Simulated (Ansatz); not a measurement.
**AlBrH₂OSi: small, medium and large basis sets**

An exercise on one series of results from a longer session: the logs are not shown, and one member is left open.

Computed with Ansatz 0.2.0, Gaussian basis. Level: one geometry, several basis sets.

Plan: PBE0-D4/def2-SVP; ωB97M-V/def2-SVP; PBE0-D4/def2-QZVPP; ωB97M-V/def2-QZVPP; the functionals' def2-TZVPP values are taken from earlier runs.

## The relaxed structure

An earlier PBE0-D4 in a triple-zeta def2 set relaxation fixed the geometry.

SMILES `[Br][Al]1[O][SiH2]1`, 6 atoms, charge 0, spin multiplicity 1.

Atoms are counted from 1 here; the program's logs count them from 0.

Bond lengths: Br1–Al2 2.235 Å, Al2–O3 1.735 Å, Al2–Si4 2.270 Å, O3–Si4 1.682 Å, Si4–H5 1.488 Å, Si4–H6 1.488 Å. Angles: Br1–Al2–O3 129.4°, Br1–Al2–Si4 176.8°, O3–Al2–Si4 47.4°, Al2–O3–Si4 83.2°, Al2–Si4–O3 49.4°, Al2–Si4–H5 125.8°, Al2–Si4–H6 125.8°, O3–Si4–H5 115.5°, O3–Si4–H6 115.5°, H5–Si4–H6 107.9°.

As a file:

```mol
AlBrH2OSi
  3D, bonds by distance, orders not assigned

  6  6  0  0  0  0  0  0  0  0999 V2000
   -0.7894   -3.3844    0.3142 Br  0  0
   -0.1236   -1.2548    0.1796 Al  0  0
   -0.9686    0.1258   -0.4452 O   0  0
    0.4402    0.9355   -0.0096 Si  0  0
    1.2011    1.5446   -1.1333 H   0  0
    0.2825    1.9694    1.0482 H   0  0
  1  2  8  0
  2  3  8  0
  3  4  8  0
  4  5  8  0
  4  6  8  0
  2  4  8  0
M  END
```

Set-up of the first run:

in.yaml

```yaml
crystal:
  periodic: [false, false, false]
  atoms:
    - {symbol: Br, position_ang: [-0.789382, -3.384370, 0.314197]}
    - {symbol: Al, position_ang: [-0.123553, -1.254817, 0.179610]}
    - {symbol: O, position_ang: [-0.968602, 0.125760, -0.445179]}
    - {symbol: Si, position_ang: [0.440173, 0.935506, -0.009619]}
    - {symbol: H, position_ang: [1.201114, 1.544641, -1.133269]}
    - {symbol: H, position_ang: [0.282451, 1.969381, 1.048161]}
basis:
  gaussian: {orbitals: def2-SVP}
hamiltonian: {xc: pbe0, dispersion: d4}
output: {orbitals: {seedname: orbitals}}
```

Launch:

```console
ansatz run in.yaml --threads 2 --pin off --events-out ev --progress --plain --max-ram 4352MiB
```

Steps of the session up to this table: PBE0-D4 in def2-SVP; ωB97M-V in def2-SVP; PBE0-D4 in def2-QZVPP; ωB97M-V in def2-QZVPP.

One table of the session follows, with a row left open; its other results are not shown here.

It belongs to the step «Functionals by basis». 

| functional | basis | HOMO (eV) | LUMO (eV) |
| --- | --- | --- | --- |
| PBE0-D4 | def2-SVP | ? | ? |
| PBE0-D4 | def2-TZVPP | -6.66 | -1.99 |
| PBE0-D4 | def2-QZVPP | -6.68 | -2.02 |
| ωB97M-V | def2-SVP | -8.60 | -0.15 |
| ωB97M-V | def2-TZVPP | -8.64 | -0.27 |
| ωB97M-V | def2-QZVPP | -8.66 | -0.36 |

Q: Estimate the row for PBE0-D4, def2-SVP from the others.

As computed: HOMO (eV): -6.65; LUMO (eV): -1.94. In the column «HOMO (eV)» it is the highest.
